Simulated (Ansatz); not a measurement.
The same calculation of ScHO2, space group R-3m as a Python script and as an input file (Ansatz 0.2.0 through its Python package).

`scho2.py`:
```python
# -*- coding: utf-8 -*-
import warnings

import ansatz
import numpy as np
from pymatgen.core import Lattice, Structure
from pymatgen.io.ase import AseAtomsAdaptor


def main():
    warnings.simplefilter("ignore", ansatz.DeckWarning)

    pmg_structure = Structure(
        Lattice([[1.616589, 0.933338, 4.530924], [-1.616589, 0.933338, 4.530924], [0.0, -1.866676, 4.530924]]),
        ["Sc", "H", "O", "O"],
        [
            [0.0, 0.0, 0.0],
            [0.5, 0.5, 0.5],
            [0.589701, 0.589701, 0.589701],
            [0.410299, 0.410299, 0.410299],
        ],
    )
    cell = ansatz.Crystal.from_ase(AseAtomsAdaptor.get_atoms(pmg_structure))

    path = [
        ("H_0", (0.5, -0.19496, 0.19496)),
        ("L", (0.5, 0.0, 0.0)),
        ("G", (0.0, 0.0, 0.0)),
        ("S_0", (0.34748, -0.34748, 0.0)),
    ]
    calc = (
        cell.calculation()
        .kpoints(7)
        .occupations("fixed")
        .functional("lda")
        .basis(450)
        .band_structure([point for _, point in path], intervals=10)
        .scf(extra_bands=6)
    )
    out = calc.run(threads=1, pin="off")
    rep = out.report

    print("%-22s %14.5f eV" % ("F = E - TS", rep["free_energy_ev"]))
    print("%-22s %14.5f eV" % ("E", rep["internal_energy_ev"]))
    print("%-22s %14.5f eV" % ("Harris-Foulkes", rep["harris_foulkes_ev"]))
    print("%-22s %14.5f eV" % ("Fermi level", rep["fermi_energy_ev"]))

    bands = out.band_structure()
    fermi = bands.fermi_energy_ev
    print(f"zero of the bands: {fermi:.3f} eV, the Fermi level found on the SCF mesh")
    levels = bands.channels[0].eigenvalues_ev - fermi
    filled = round(rep["n_electrons"]) // 2
    valence, conduction = levels[:, filled - 1], levels[:, filled]
    print("k (fractions)              top valence  bottom conduction (eV)")
    for k, lo, hi in zip(bands.kpoints_frac, valence, conduction):
        print(f"{k[0]:7.3f} {k[1]:7.3f} {k[2]:7.3f} {lo:12.3f} {hi:13.3f}")
    print(f"on this path: least direct gap {np.min(conduction - valence):.3f} eV, least gap {conduction.min() - valence.max():.3f} eV")


if __name__ == "__main__":
    main()
```

Output of `python scho2.py`:
```text
F = E - TS                -3220.79349 eV
E                         -3220.79349 eV
Harris-Foulkes            -3220.79349 eV
Fermi level                   5.53963 eV
zero of the bands: 5.540 eV, the Fermi level found on the SCF mesh
k (fractions)              top valence  bottom conduction (eV)
  0.500  -0.195   0.195       -0.989         4.769
  0.500  -0.175   0.175       -0.965         4.757
  0.500  -0.156   0.156       -0.948         4.738
  0.500  -0.136   0.136       -0.943         4.702
  0.500  -0.117   0.117       -0.957         4.644
  0.500  -0.097   0.097       -0.992         4.563
  0.500  -0.078   0.078       -1.047         4.469
  0.500  -0.058   0.058       -1.000         4.375
  0.500  -0.039   0.039       -0.899         4.295
  0.500  -0.019   0.019       -0.824         4.242
  0.500   0.000   0.000       -0.797         4.223
  0.450   0.000   0.000       -0.809         4.230
  0.400   0.000   0.000       -0.729         4.252
  0.350   0.000   0.000       -0.483         4.287
  0.300   0.000   0.000       -0.284         4.333
  0.250   0.000   0.000       -0.148         4.389
  0.200   0.000   0.000       -0.081         4.452
  0.150   0.000   0.000       -0.075         4.512
  0.100   0.000   0.000       -0.105         4.549
  0.050   0.000   0.000       -0.140         4.521
  0.000   0.000   0.000       -0.154         4.491
  0.035  -0.035   0.000       -0.126         4.528
  0.069  -0.069   0.000       -0.059         4.561
  0.104  -0.104   0.000       -0.000         4.559
  0.139  -0.139   0.000        0.004         4.536
  0.174  -0.174   0.000       -0.064         4.510
  0.208  -0.208   0.000       -0.196         4.502
  0.243  -0.243   0.000       -0.371         4.530
  0.278  -0.278   0.000       -0.566         4.603
  0.313  -0.313   0.000       -0.769         4.706
  0.347  -0.347   0.000       -0.966         4.739
on this path: least direct gap 4.532 eV, least gap 4.219 eV
```

`input.yaml`:
```yaml
crystal:
  lattice:
    - [1.616589, 0.933338, 4.530924]
    - [-1.616589, 0.933338, 4.530924]
    - [0.0, -1.866676, 4.530924]
  atoms:
    - { symbol: Sc, position: [0.0, 0.0, 0.0] }
    - { symbol: H, position: [0.5, 0.5, 0.5] }
    - { symbol: O, position: [0.589701, 0.589701, 0.589701] }
    - { symbol: O, position: [0.410299, 0.410299, 0.410299] }
basis:
  ecutwfc: 450.0
kpoints:
  mp_grid: { grid: [7, 7, 7] }
  band_path:
    path:
      - [0.5, -0.19496, 0.19496]
      - [0.5, 0.0, 0.0]
      - [0.0, 0.0, 0.0]
      - [0.34748, -0.34748, 0.0]
    npoints: 10
hamiltonian:
  xc: lda
scf:
  n_extra_bands: 6
  occupations: { method: fixed }
```

On the command line:
```console
$ ansatz run input.yaml --threads 1 --pin off --max-ram 3072MiB --backend cpu --events-out ev --progress --plain --runs-dir out
basis.fft_grid_basis auto: the FFT boxes are laid along the combinations [[1, 0, -1], [0, 1, -1], [0, 0, 1]] of the cell's own vectors, 3.233, 3.233 and 4.900 Å long. The dense box has 24×24×36 points. Along the cell's own vectors, as sized, it would have 36×36×36, 2.25 times as many. Of the 12 symmetry operations that the crystal satisfies within crystal.symmetry.tolerance (time reversal apart; of a slab, those that keep its plane) the dense box along the cell's own vectors carries 12, and the one as laid loses 8 of those. basis.fft_grid_basis: typed keeps the cell's own vectors: state it where this run's energies or levels are differenced outside the engine with another run's, or held beside a run that keeps those vectors.
scf.n_extra_bands = 6 over 12 filled bands (N_el = 24.0): the run solves 18 bands
Engine: ansatz 0.2.0, aarch64-unknown-linux-gnu
Pseudopotentials: kind: paw
Pseudopotential: Sc, paw, valence charge 11, recommended cutoff 420 eV (normal), Sc.paw.azcp
Pseudopotential: H, paw, valence charge 1, recommended cutoff 420 eV (normal), H.paw.azcp
Pseudopotential: O, paw, valence charge 6, recommended cutoff 420 eV (normal), O.paw.azcp
Functional definition: SPW92
  exchange = slater_x
  correlation = pw_c
Crystal: 4 atoms, lattice volume = 41.018 Å³
Basis set: ecut = 450 eV, 903 PW (Γ), FFT grids on a1−a3, a2−a3, a3
Bands: 18, of which v1, the nominal top of the filled ones, is band 12 counted from 1 (11 counted from 0)
Symmetry: 12 space group operations
Space group: R-3m (ITA 166), of the structure as read, at distance tolerance 3.4e-5 Å
k-points: 44 of 343
Non-local potential: Sc, projectors of the file, l = 0: 3, l = 1: 2, l = 2: 3, l = 3: 1
Non-local potential: H, projectors of the file, l = 0: 2, l = 1: 1
Non-local potential: O, projectors of the file, l = 0: 2, l = 1: 2, l = 2: 1
PAW form: soft (Blöchl's): semilocal exchange-correlation on the pseudo side does not see the compensation charge
PAW frozen core: Sc, regenerated for the run's functional, and the local potential with it (the file was generated under x = pbe(κ = 0.804, μ = 0.2195149727645171), c = pbe(β = 0.06672455060314922))
PAW frozen core: O, regenerated for the run's functional, and the local potential with it (the file was generated under x = pbe(κ = 0.804, μ = 0.2195149727645171), c = pbe(β = 0.06672455060314922))
PAW one-centre angular grid: Sc, 590 points (default); XC on 64 Gauss nodes
PAW one-centre angular grid: H, 110 points (default); XC on 64 Gauss nodes
PAW one-centre angular grid: O, 110 points (default); XC on 64 Gauss nodes
Initial density: superposition of atomic densities (neutral atoms: chi_scale 0, normalization atom), corrected by the library's trained network
Initial wavefunctions: pseudopotential atomic-orbital guess
Functional: x = slater, c = lda
SCF iter   1: F=—  HF=-3220.823149 eV  |F-HF|=—  |Δ(HF+E_count)|=         —  Δρ=1.69e-2  dr2=1.21e-1  ethr=1.77e-3  ⟨swp⟩=3.7  Hψ=3252  notcnv=0  defer=160
preconditioner: auto → none  [insulator: Δε(μ)=3.653 eV  Ē_g=17.613 eV  n_scr=14 (ndim 8)  ℏωp=27.2 eV  f_vac=0.102  ε∞_Penn≈3.4]
SCF iter   2: F=—  HF=-3220.813942 eV  |F-HF|=—  |Δ(HF+E_count)|=   9.21e-3  Δρ=1.54e-2  dr2=8.01e-2  ethr=5.04e-4  ⟨swp⟩=2.0  Hψ=1538  notcnv=0  defer=170
SCF iter   3: F=—  HF=-3220.794058 eV  |F-HF|=—  |Δ(HF+E_count)|=   1.99e-2  Δρ=2.73e-3  dr2=1.97e-3  ethr=3.34e-4  ⟨swp⟩=2.0  Hψ=1096  notcnv=0  defer=166
SCF iter   4: F=—  HF=-3220.793492 eV  |F-HF|=—  |Δ(HF+E_count)|=   5.67e-4  Δρ=4.89e-4  dr2=4.92e-5  ethr=8.20e-6  ⟨swp⟩=2.1  Hψ=1142  notcnv=0  defer=174
SCF iter   5: F=—  HF=-3220.793485 eV  |F-HF|=—  |Δ(HF+E_count)|=   6.46e-6  Δρ=9.79e-5  dr2=1.72e-6  ethr=2.05e-7  ⟨swp⟩=2.4  Hψ=1183  notcnv=0  defer=67
SCF iter   6: F=-3220.793485 eV  HF=-3220.793485 eV  |F-HF|=1.57e-8  |Δ(HF+E_count)|=   1.44e-7  Δρ=2.35e-5  dr2=9.02e-8  ethr=4.17e-10  ⟨swp⟩=5.8  Hψ=3254  notcnv=0
SCF 1 converged in 6 iterations: F = -3220.793485 eV  dr2 = 9.02e-8
  greatest PAW one-centre occupation: 0.998 electrons in one spin orbital (limit 2), on the Sc atom at site 0 (counted from 0), in its partial waves of l = 0
NSCF: frozen V_eff on 31 k-points
SCF converged after 6 iterations
Free energy (F): -3220.793485 eV
Harris-Foulkes:  -3220.793485 eV  (|F-HF|=1.57e-8)
Internal energy: -3220.793485 eV  (E = F + TS)
E sigma→0 (E₀):  -3220.793485 eV
Fermi energy:    5.539629 eV
--- Per-component energies (eV) ---
  E_band       = -207.130834
  E_kinetic    = 623.429592
  E_local      = -1700.581662  (includes V_loc(G=0)·N_el)
  E_nonlocal   = 182.834921
  E_hartree    = 602.225769
  E_xc         = -258.401852
  E_vxc        = -328.456899  (∫ρ·V_xc dr)
  E_paw        = -1203.220756  (= ΣΔE_a)
  E_vpaw       = -188.814900  (= ΣTr[D̂ρ^β])
  E_aug_tail   = 0.003728  (compensation charges beyond the density's cutoff)
  E_ewald      = -1467.581991
  E_core_change = 0.498766  (= ΣΔE_core)
  E_smearing   = -0.000000  (= −TS)
  E_closure    = 0.000000  (closes the sum)
  Σ components = -3220.793485   (vs F -3220.793485, Δ=0.00e0)
--- Band table (eV; the first three rows and the last of 44) ---
  k-point 0: bands = ["-41.3003", "-20.3410", "-20.0092", "-20.0092", "-11.7547", "-9.4927", "-0.8532", "3.2951", "3.2951", "4.9819", "4.9819", "5.3859", "10.0308", "10.2455", "10.2455", "11.5010", "13.3199", "13.3199"]
  k-point 1: bands = ["-41.2891", "-20.3141", "-20.1256", "-20.0286", "-11.5770", "-9.6004", "-0.6275", "3.2056", "3.3989", "4.2825", "4.8236", "5.4623", "10.0595", "10.3644", "10.5194", "12.1209", "13.0970", "13.2715"]
  k-point 2: bands = ["-41.2637", "-20.3818", "-20.2444", "-20.0717", "-11.1760", "-9.8463", "-0.0780", "2.7627", "3.5166", "3.5280", "4.6492", "5.3014", "9.8881", "10.6913", "11.0374", "12.8458", "13.2043", "13.6669"]
  k-point 43: bands = ["-41.2889", "-20.3297", "-20.1236", "-20.0286", "-10.9569", "-10.4226", "0.7058", "3.0272", "3.1329", "3.3424", "4.9455", "5.2402", "10.1533", "10.5339", "11.0432", "11.9225", "13.0657", "13.9912"]
```

What to keep in mind:
- Absolute energies stand on the zero of these potentials, so only differences at equal settings mean something. A total without «per atom» is that of the cell as typed.
- The run is spin-unpolarised.
- Along an axis with an odd division the mesh misses the point at one half; a gap read on a finite mesh is an upper bound on this functional's gap.
- Semilocal gaps usually lie well under measured ones.
- With fixed filling the reported Fermi level is the top filled level among the k-points of the SCF.
- Only differences from the Fermi energy are physical; the zero of the scale is a convention.
- This cell is a computed structure, which may not be the phase found in nature.
- Levels are Kohn-Sham eigenvalues on this mesh.
- Finished in 2.6 s on 1 thread of Arm Neoverse V2 (shared host), peak memory 0.43 GiB.

(A comment or docstring line of the script was reworded after the run, the code is as it ran; lines on the test bed's own set-up are left out of the output.)
